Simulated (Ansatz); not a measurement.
# MP2/cc-pVDZ run of C2H4FNOSi (SMILES C[SiH](F)N=C=O)

Aim: the vertical singlet–triplet gap of C2H4FNOSi at MP2/cc-pVDZ, from 2 runs. 

The calculation is run with Ansatz 0.2.0.

88 further runs of the same task are left out: 88 set aside as unsound or not needed. Runs told in other sessions of the task aren't counted.

## (1) Starting point

C2H4FNOSi has 10 atoms, charge 0, and is taken as a singlet. As SMILES, `C[SiH](F)N=C=O`. The coordinates come from a PBE0-D4/def2-TZVP relaxation. This is one conformer, not always the lowest.

Bond lengths: C1–Si2 1.842 Å, Si2–F3 1.595 Å, Si2–N4 1.704 Å, N4–C5 1.195 Å, C5–O6 1.163 Å, C1–H7 1.092 Å, C1–H8 1.092 Å, C1–H9 1.093 Å, Si2–H10 1.478 Å. Some angles: C1–Si2–F3 109.5°, C1–Si2–N4 109.7°, F3–Si2–N4 107.8°, Si2–N4–C5 160.7°, N4–C5–O6 177.8°, C1–Si2–H10 113.8°, F3–Si2–H10 107.2°, N4–Si2–H10 108.6°, Si2–C1–H7 110.7°, Si2–C1–H8 110.7°.

## (2) A single-point energy at MP2/cc-pVDZ

job.yaml

```yaml
basis:
  gaussian:
    orbitals: cc-pVDZ
crystal:
  periodic: [false, false, false]
  atoms:
    - {symbol: C, position_ang: [-1.318900, -0.731800, 0.573000]}
    - {symbol: Si, position_ang: [0.243800, -0.552500, -0.384700]}
    - {symbol: F, position_ang: [1.343500, -1.551500, 0.196800]}
    - {symbol: "N", position_ang: [0.842100, 1.034600, -0.218600]}
    - {symbol: C, position_ang: [1.568200, 1.980200, -0.298100]}
    - {symbol: O, position_ang: [2.243900, 2.924800, -0.355000]}
    - {symbol: H, position_ang: [-1.152000, -0.507500, 1.629000]}
    - {symbol: H, position_ang: [-1.705900, -1.750300, 0.493100]}
    - {symbol: H, position_ang: [-2.079000, -0.045100, 0.192700]}
    - {symbol: H, position_ang: [0.097700, -0.852100, -1.825100]}
accuracy: high
correlation:
  method: mp2
  frozen_orbitals: {C: 1, F: 1, H: 0, "N": 1, O: 1, Si: 5}
```

The run is started by

```
$ ansatz run job.yaml --threads 1 --pin off --max-ram 2610MiB --events-out events.jsonl --progress --plain --runs-dir runs
```

Log:

```text
Warning: RAYON_NUM_THREADS=1 ignored (pool sized by the plan → 1); use --threads N
Functional definition: HF
  name "HF"
  exchange = exact_x
  correlation = 0
2440 factors; integrals over basis functions are off by at most 3.7e-9 eV
mean field evaluation 1: about -16210.9880 eV, gradient 4.3e1 eV
mean field evaluation 2: about -16211.1207 eV, gradient 4.4e1 eV
mean field evaluation 4: about -16214.9176 eV, gradient 4.0e0 eV
mean field evaluation 8: about -16214.9709 eV, gradient 4.1e-1 eV
mean field evaluation 16: about -16214.9713 eV, gradient 2.6e-8 eV
mean field -16214.97133737 eV, -595.8892057459 hartree, gradient 2.6e-8 eV, S^2 0.000000; 0 other end points of the search recorded, 0 dependent functions left out
10 core orbitals not correlated: weight in the atoms' cores, before any rotation towards them, 1.000 or more for the frozen orbitals, at most 0.000 for the correlated occupied ones
reference -16214.97133737 eV, -595.8892057459 hartree; 17, 17 occupied and 81, 81 virtual orbitals, 2440 factors
second order -23.90739166 eV of doubles, -0.00000000 eV of singles
Total energy: -16238.87872902 eV, -596.7677861842 hartree
```

Wall time 6 s (1 thread of Arm Neoverse V2, shared host); peak memory 0.36 GiB.

## (3) The triplet

molecule.yaml

```yaml
crystal:
  periodic: [false, false, false]
  atoms:
    - symbol: C
      position_ang: [-1.318900, -0.731800, 0.573000]
    - symbol: Si
      position_ang: [0.243800, -0.552500, -0.384700]
    - symbol: F
      position_ang: [1.343500, -1.551500, 0.196800]
    - symbol: N
      position_ang: [0.842100, 1.034600, -0.218600]
    - symbol: C
      position_ang: [1.568200, 1.980200, -0.298100]
    - symbol: O
      position_ang: [2.243900, 2.924800, -0.355000]
    - symbol: H
      position_ang: [-1.152000, -0.507500, 1.629000]
    - symbol: H
      position_ang: [-1.705900, -1.750300, 0.493100]
    - symbol: H
      position_ang: [-2.079000, -0.045100, 0.192700]
    - symbol: H
      position_ang: [0.097700, -0.852100, -1.825100]
basis:
  gaussian:
    orbitals: cc-pVDZ
magnetization:
  spin_polarized: true
  initial_magnetization: 2
accuracy: high
correlation:
  method: mp2
  frozen_orbitals: {C: 1, F: 1, H: 0, "N": 1, O: 1, Si: 5}
```

The run is started by

```
$ ansatz run molecule.yaml --threads 1 --pin off --max-ram 2610MiB --events-out events.jsonl --progress --plain --runs-dir runs
```

Log, shortened:

```text
Warning: RAYON_NUM_THREADS=1 ignored (pool sized by the plan → 1); use --threads N
[... 2 set-up lines as earlier in the session ...]
[...]
2440 factors; integrals over basis functions are off by at most 3.7e-9 eV
[...]
mean field -16208.38494979 eV, -595.6471604668 hartree, gradient 2.6e-8 eV, S^2 2.021770; 9 other end points of the search recorded, 0 dependent functions left out
10 core orbitals not correlated: weight in the atoms' cores, before any rotation towards them, 1.000 or more for the frozen orbitals, at most 0.000 for the correlated occupied ones
reference -16208.38494979 eV, -595.6471604668 hartree; 18, 16 occupied and 80, 82 virtual orbitals, 2440 factors
second order -22.67676067 eV of doubles, -0.00000000 eV of singles
Total energy: -16231.06171045 eV, -596.4805160504 hartree
```

It took 58 s on 1 thread of Arm Neoverse V2, shared host; peak memory 0.57 GiB.

## (4) Summary of results

Level: MP2/cc-pVDZ, 10 core orbitals frozen.

```
                                             quantity          value
                                singlet: total energy  -596.76779 Eh
singlet: correlation energy (10 core orbitals frozen)     -878.6 mEh
                                triplet: total energy  -596.48052 Eh
triplet: correlation energy (10 core orbitals frozen)     -833.4 mEh
           triplet: ⟨S²⟩ of the reference determinant          2.022
     vertical energy of the triplet above the singlet       7.817 eV
```

In words: At this shape the triplet lies 7.82 eV (754 kJ/mol) above the singlet.
